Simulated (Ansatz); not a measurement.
**C2H4F2 (1,2-difluoroethane): BLYP/def2-SVPD**

What is the electronic atomisation energy of C2H4F2 (1,2-difluoroethane) at BLYP/def2-SVPD? 

The calculation is run with Ansatz 0.2.0.

28 further runs of the same task are left out: 28 set aside as unsound or not needed.

## Step 1: The system as given

The species is C2H4F2 (8 atoms), meant as a singlet with charge 0. SMILES: `FCCF`. The coordinates come from a PBE0-D4/def2-TZVP relaxation. This is one conformer, not always the lowest.

Bond lengths: F1–C2 1.378 Å, C2–C3 1.498 Å, C3–F4 1.378 Å, C2–H5 1.094 Å, C2–H6 1.095 Å, C3–H7 1.095 Å, C3–H8 1.094 Å. Some angles: F1–C2–C3 110.9°, C2–C3–F4 110.9°, F1–C2–H5 108.2°, F1–C2–H6 108.3°, C3–C2–H5 110.5°, C3–C2–H6 109.4°, C2–C3–H7 109.4°, C2–C3–H8 110.5°, F4–C3–H7 108.3°, F4–C3–H8 108.2°.

## Step 2: A single-point energy at BLYP/def2-SVPD

The input, job.yaml:

```yaml
crystal:
  periodic: [false, false, false]
  atoms:
    - {symbol: F, position_ang: [-1.312370, 0.775570, 0.874010]}
    - {symbol: C, position_ang: [-0.115750, 0.716060, 0.193200]}
    - {symbol: C, position_ang: [0.217900, -0.696080, -0.177380]}
    - {symbol: F, position_ang: [-0.618130, -1.153280, -1.172850]}
    - {symbol: H, position_ang: [-0.201180, 1.337840, -0.702830]}
    - {symbol: H, position_ang: [0.670250, 1.117960, 0.841860]}
    - {symbol: H, position_ang: [1.248900, -0.742470, -0.544780]}
    - {symbol: H, position_ang: [0.110390, -1.355610, 0.688780]}
basis:
  gaussian:
    orbitals: def2-SVPD
hamiltonian:
  xc: {name: BLYP}
accuracy: high
output: {orbitals: {seedname: orbitals}}
```

Started as:

```console
$ ansatz run job.yaml --threads 1 --pin off --max-ram 3480MiB --events-out events.jsonl --progress --plain --runs-dir runs
```

Output:

```text
Warning: RAYON_NUM_THREADS=1 ignored (pool sized by the plan → 1); use --threads N
Functional definition: BLYP
  name "BLYP"
  parameter beta = 0.0042
  parameter a = 0.04918
  parameter b = 0.132
  parameter c = 0.2533
  parameter d = 0.349
  exchange = b88_x(beta = beta)
  correlation = lyp_c(a = a, b = b, c = c, d = d)
2408 factors; integrals over basis functions are off by at most 3.2e-9 eV
mean field evaluation 1: about -7561.4125 eV, gradient 4.5e1 eV
mean field evaluation 2: about -7557.1285 eV, gradient 6.4e1 eV
mean field evaluation 4: about -7565.8391 eV, gradient 4.8e0 eV
mean field evaluation 8: about -7565.8789 eV, gradient 8.4e-2 eV
mean field evaluation 16: about -7565.8789 eV, gradient 3.4e-6 eV
mean field -7565.87886636 eV, -278.0409200019 hartree, gradient 3.6e-8 eV, S^2 0.000000; 0 other end points of the search recorded, 0 dependent functions left out
reference -7565.87891797 eV, -278.0409218984 hartree; 17, 17 occupied and 101, 101 virtual orbitals, 2408 factors
Total energy: -7565.87891797 eV, -278.0409218984 hartree
```

Wall time 2.9 s (1 thread of AMD EPYC 9R45 (Zen 5), shared host); peak memory 0.35 GiB.

## Step 3: The C atom at the same level

The input, molecule.yaml:

```yaml
crystal:
  periodic: [false, false, false]
  atoms:
    - {symbol: C, position_ang: [0.000000, 0.000000, 0.000000]}
basis:
  gaussian: {orbitals: def2-SVPD}
hamiltonian: {xc: {name: BLYP}}
magnetization: {spin_polarized: true, initial_magnetization: 2}
accuracy: high
total_charge: 0
```

Run the same way, it converges to -37.80174 Eh (log not shown).

## Step 4: The F atom at the same level

The input, run.yaml:

```yaml
crystal:
  periodic: [false, false, false]
  atoms:
    - {symbol: F, position_ang: [0.000000, 0.000000, 0.000000]}
basis:
  gaussian:
    orbitals: def2-SVPD
magnetization:
  spin_polarized: true
  initial_magnetization: 1
hamiltonian:
  xc: {name: BLYP}
accuracy: high
```

Run the same way, it converges to -99.64446 Eh (log not shown).

## Step 5: The H atom at the same level

The input, job.yaml:

```yaml
basis:
  gaussian: {orbitals: def2-SVPD}
crystal:
  periodic: [false, false, false]
  atoms:
    - {symbol: H, position_ang: [0.000000, 0.000000, 0.000000]}
magnetization: {spin_polarized: true, initial_magnetization: 1}
hamiltonian: {xc: {name: BLYP}}
accuracy: high
```

Run the same way, it converges to -0.49640 Eh (log not shown).

## Step 6: Outcome

At BLYP/def2-SVPD:

| quantity | value |
| --- | --- |
| molecule: total energy | -278.04092 Eh |
| molecule: HOMO energy | -7.88 eV |
| molecule: LUMO energy | -0.06 eV |
| molecule: HOMO–LUMO gap | 7.82 eV |
| C atom: total energy | -37.80174 Eh |
| C atom: ⟨S²⟩ | 2.003 |
| F atom: total energy | -99.64446 Eh |
| F atom: ⟨S²⟩ | 0.751 |
| H atom: total energy | -0.49640 Eh |
| H atom: ⟨S²⟩ | 0.750 |
| electronic atomisation energy | 31.644 eV |

What this shows: Taking the molecule apart into free atoms costs 31.64 eV (3053 kJ/mol), before zero-point energy and without spin-orbit coupling.
